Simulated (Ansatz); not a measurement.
**SnAsH5 + NH3: a complex and its separated parts**

Aim: how far the complex at one end of a reaction step lies below its separated, relaxed parts, level by level.

Method: PBE0-D4/def2-TZVP structures, single points in def2-TZVPP, no counterpoise correction; program: Ansatz 0.2.0, Gaussian basis.

Levels: SPW92, PBE-D4, BLYP-D4, r2SCAN-D4, B97M-V, PBE0-D4, B3LYP-D4, r2SCAN0-D4, BHLYP-D4, CAM-B3LYP-D4, wB97X-V, wB97M-V, B2PLYP, PBE-QIDH, RPA on PBE, Hartree-Fock, MP2, CCSD, CCSD(T).

Cores are frozen in the correlated methods. Filled d shells of the heavier atoms are correlated. Core potentials replace the inner electrons past krypton, and spin-orbit coupling is left out. B3LYP uses VWN-RPA correlation. B2PLYP carries no dispersion term here.

88 further runs of the same task are left out: 88 set aside as unsound or not needed. Runs told in other sessions of the task aren't counted.

## Step 1: The system as given

The complex: 11 atoms, charge 0, spin multiplicity 1.

Atoms are counted from 1 here; the program's logs count them from 0.

Bond lengths: Sn1–H3 1.706 Å, Sn1–H4 1.721 Å, Sn1–H5 1.708 Å, Sn1–As7 2.598 Å, N2–H6 1.013 Å, N2–H8 1.013 Å, N2–H9 1.013 Å, As7–H10 1.525 Å, As7–H11 1.522 Å. Angles: H3–Sn1–H4 107.5°, H3–Sn1–H5 110.3°, H3–Sn1–As7 113.0°, H4–Sn1–H5 106.7°, H4–Sn1–As7 108.8°, H5–Sn1–As7 110.3°, H6–N2–H8 107.3°, H6–N2–H9 107.2°, H8–N2–H9 107.3°, Sn1–As7–H10 93.8°, Sn1–As7–H11 91.5°, H10–As7–H11 91.8°.

Coordinates:

```xyz
11
AsH8NSn
Sn   -1.3076   -0.3617   -0.5574
N     1.7286    0.5996   -0.5602
H    -0.3945   -1.6873   -1.1234
H    -2.9612   -0.8393   -0.5481
H    -1.1827    0.9506   -1.6434
H     1.9612    1.4472   -0.0565
As   -0.6376    0.3830    1.8401
H     2.4092   -0.1034   -0.2987
H     1.8580    0.7918   -1.5462
H    -1.7786   -0.3786    2.5054
H     0.3053   -0.8019    1.9883
```

Its parts: SnAsH5 holds atoms 1, 3, 4, 5, 7, 10, 11; NH3 holds atoms 2, 6, 8, 9. Each part counts its atoms afresh in its own runs.

## Step 2: Relaxing SnAsH5 alone

Contents of relax-a/in.yaml:

```yaml
crystal:
  periodic: [false, false, false]
  atoms:
    - {symbol: Sn, position_ang: [-1.307604, -0.361718, -0.557367]}
    - {symbol: H, position_ang: [-0.394516, -1.687284, -1.123397]}
    - {symbol: H, position_ang: [-2.961222, -0.839297, -0.548089]}
    - {symbol: H, position_ang: [-1.182696, 0.950624, -1.643389]}
    - {symbol: As, position_ang: [-0.637583, 0.383043, 1.840116]}
    - {symbol: H, position_ang: [-1.778607, -0.378623, 2.505424]}
    - {symbol: H, position_ang: [0.305287, -0.801888, 1.988283]}
basis:
  gaussian: {orbitals: def2-TZVP}
hamiltonian: {xc: pbe0, dispersion: d4}
relax: {f_tol: 0.005, max_steps: 200}
```

The run is started by

```bash
$ ansatz run in.yaml --threads 8 --pin off --events-out ev --progress --plain --max-ram 19148MiB
```

Further steps of the session: Relaxing NH3 alone; SPW92/def2-TZVPP; PBE-D4/def2-TZVPP; BLYP-D4/def2-TZVPP; r2SCAN-D4/def2-TZVPP; B97M-V/def2-TZVPP; PBE0-D4/def2-TZVPP; B3LYP-D4/def2-TZVPP; r2SCAN0-D4/def2-TZVPP; BHLYP-D4/def2-TZVPP; CAM-B3LYP-D4/def2-TZVPP; wB97X-V/def2-TZVPP; wB97M-V/def2-TZVPP; B2PLYP/def2-TZVPP; PBE-QIDH/def2-TZVPP; RPA on PBE/def2-TZVPP; CCSD(T)/def2-TZVPP; Vibrations of SnAsH5; Vibrations of NH3.

Before running it: what results should come out? Wanted: complex less parts, CCSD(T)/def2-TZVPP; with zero-point energy; largest T1 diagnostic.

As calculated:

| quantity | value |
| --- | --- |
| complex less parts, CCSD(T)/def2-TZVPP | -17.6 kJ/mol |
| with zero-point energy | -12.0 kJ/mol |
| largest T1 diagnostic | 0.012 |

What this shows: At CCSD(T) the complex lies 17.6 kJ/mol below its parts. The functionals run from r2SCAN-D4, off by -0.9 kJ/mol, to SPW92, off by -9.3 kJ/mol, against CCSD(T). By rung, the mean size of the error is: LDA 9.3, GGA 2.2, meta-GGA 2.3, hybrid 1.9, range-separated hybrid 1.9, double hybrid 3.5 kJ/mol. The double hybrids carry no dispersion term here, unlike the levels marked D4 or V. PBE-D4 gives a relative energy 2.6 kJ/mol too low, inside chemical accuracy (1 kcal/mol, 4.2 kJ/mol). No counterpoise was applied, and triple zeta lacks some correlation, so the CCSD(T) reference has a basis error of its own, and close matches with it are partly luck.
